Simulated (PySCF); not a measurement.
# H6LaN (La(H)3(NH3)): the cost of one run

Program: PySCF 2.14.0. Level of theory: PBE0, La lcecp-1-SVP with ECP46, H def2-SVP, N def2-SVP; scalar-relativistic core potentials, no spin–orbit coupling. These are calculated values, not measurements.

1 further run of the same task is left out (for a known fault of the program).

### 1 The system as given

8 atoms, charge 0, spin multiplicity 1.

Bond lengths: La1–H2 2.300 Å, La1–H3 2.300 Å, La1–H4 2.300 Å, La1–N5 2.620 Å, N5–H6 1.020 Å, N5–H7 1.020 Å, N5–H8 1.020 Å. Angles: H2–La1–H3 109.5°, H2–La1–H4 109.5°, H2–La1–N5 109.5°, H3–La1–H4 109.5°, H3–La1–N5 109.5°, H4–La1–N5 109.5°, La1–N5–H6 113.0°, La1–N5–H7 113.0°, La1–N5–H8 113.0°, H6–N5–H7 105.8°, H6–N5–H8 105.8°, H7–N5–H8 105.8°.

As a file:

```xyz
8

La    0.0000    0.0000    0.0000
H     1.3279    1.3279    1.3279
H    -1.3279   -1.3279    1.3279
H     1.3279   -1.3279   -1.3279
N    -1.5127    1.5127   -1.5127
H    -2.1258    2.1258   -0.9756
H    -0.9756    2.1258   -2.1258
H    -2.1258    0.9756   -2.1258
```

Formal oxidation states: La +3. The 4f shell is empty and lies in the core potential.

### 2 SCF at the start, singlet

Contents of run.py (the lines that set the calculation):

```python
mol = gto.M(atom='''
La     0.00000     0.00000     0.00000
H      1.32790     1.32790     1.32790
H     -1.32790    -1.32790     1.32790
H      1.32790    -1.32790    -1.32790
N     -1.51270     1.51270    -1.51270
H     -2.12580     2.12580    -0.97560
H     -0.97560     2.12580    -2.12580
H     -2.12580     0.97560    -2.12580''',
    basis={'La': 'lcecp-1-SVP', 'H': 'def2-SVP', 'N': 'def2-SVP'},
    ecp={'La': 'lcecp-1-SVP'},
    charge=0, spin=0)
mf = dft.RKS(mol, xc='PBE0')
mf.grids.atom_grid = (50, 194)  # f atoms: unpruned, at least (60, 302)
mf = mf.density_fit()  # fitting sets: La AutoAux, H def2-universal-JKFIT, N def2-universal-JKFIT
mf.conv_tol = 1e-08; mf.max_cycle = 55
mf.kernel(dm0)  # dm0: free metal ions and neutral atoms
```

Run with:

```
$ OMP_NUM_THREADS=2 python run.py
```

**Question.** How long does this run take on 2 threads of Arm Neoverse V1, shared host, and how much memory does it need?

About 2.3 s, with a peak of 0.5 GiB.
